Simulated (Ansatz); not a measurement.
# AsPH4+ (doublet): wave-function methods side by side, cc-pVDZ

The task here is to estimate one member of a computed series from the others.

Method: cc-pVDZ, core rule «outside noble gas», up to 19 orbitals frozen; program: Ansatz 0.2.0, Gaussian basis.

To be run: UHF; CCSD(T) on ROHF; CCSD(T) on UHF; BCCD(T) on ROHF; CISD; CCSDT(Q) on ROHF; CCSDT(Q) on UHF.

17 further runs of the same task are left out: 2 for a known fault of the program, 5 that didn't finish, 10 set aside as unsound or not needed.

**The system**

The geometry is a PBE0/def2-TZVP stationary point (not a proven minimum) of the parent state, kept for this charge and spin. No spin-orbit coupling is included. The filled d shell of As may be among the frozen orbitals whatever the setting's name suggests; the logs give the count.

6 atoms, charge 1, spin multiplicity 2.

Atoms are counted from 1 here; the program's logs count them from 0.

Bond lengths: P1–As2 2.345 Å, P1–H3 1.422 Å, P1–H4 1.422 Å, As2–H5 1.525 Å, As2–H6 1.525 Å. Angles: As2–P1–H3 93.1°, As2–P1–H4 93.1°, H3–P1–H4 91.9°, P1–As2–H5 92.4°, P1–As2–H6 92.4°, H5–As2–H6 91.1°.

As a file:

```xyz
6
charge 1, multiplicity 2
P     0.1361    0.0000    1.6351
As   -0.0605    0.0000   -0.7013
H    -0.8393    1.0226    1.7949
H    -0.8393   -1.0226    1.7949
H     0.9960    1.0885   -0.8549
H     0.9960   -1.0885   -0.8549
```

Set-up of the first run:

Input file in.yaml:

```yaml
crystal:
  periodic: [false, false, false]
  atoms:
    - {symbol: P, position_ang: [0.136118, 0.000001, 1.635095]}
    - {symbol: As, position_ang: [-0.060491, 0.000000, -0.701266]}
    - {symbol: H, position_ang: [-0.839260, 1.022573, 1.794904]}
    - {symbol: H, position_ang: [-0.839263, -1.022569, 1.794905]}
    - {symbol: H, position_ang: [0.996020, 1.088521, -0.854924]}
    - {symbol: H, position_ang: [0.996017, -1.088524, -0.854923]}
basis:
  gaussian: {orbitals: cc-pVDZ}
total_charge: 1
magnetization: {spin_polarized: true, initial_magnetization: 1}
hamiltonian: {xc: hf}
output: {orbitals: {seedname: orbitals}}
```

Command:

```
ansatz run in.yaml --threads 1 --pin off --events-out ev --progress --plain --max-ram 2393MiB
```

Among the steps run: UHF; CCSD(T) on ROHF; CCSD(T) on UHF; BCCD(T) on ROHF; CISD; CCSDT(Q) on ROHF; CCSDT(Q) on UHF.

One table of the session follows, with a row left open; its other results are not shown here.

| method | from UCCSDT(Q) (kcal/mol) |
| --- | --- |
| ROHF | +177.75 |
| UHF | +171.00 |
| RMP2 | +35.82 |
| UMP2 | +35.93 |
| CISD | +25.02 |
| RCCSD | +7.00 |
| UCCSD | +6.66 |
| RCCSD(T) | +1.33 |
| UCCSD(T) | +1.30 |
| BCCD(T) | +1.26 |
| RCCSDT | +0.38 |
| UCCSDT | +0.32 |
| RCCSDT(Q) | ? |
| UCCSDT(Q) | 0 |

Q: Estimate the row for RCCSDT(Q) from the others.

The run gave: from UCCSDT(Q) (kcal/mol): +0.05. In the column «from UCCSDT(Q) (kcal/mol)» it lies between UCCSDT(Q) (0) and UCCSDT (+0.32).

Limits of these values: Restricted and unrestricted rows rest on different reference determinants; where their highest levels disagree by more than a few hundredths of an eV, they describe different states and don't form one ladder.
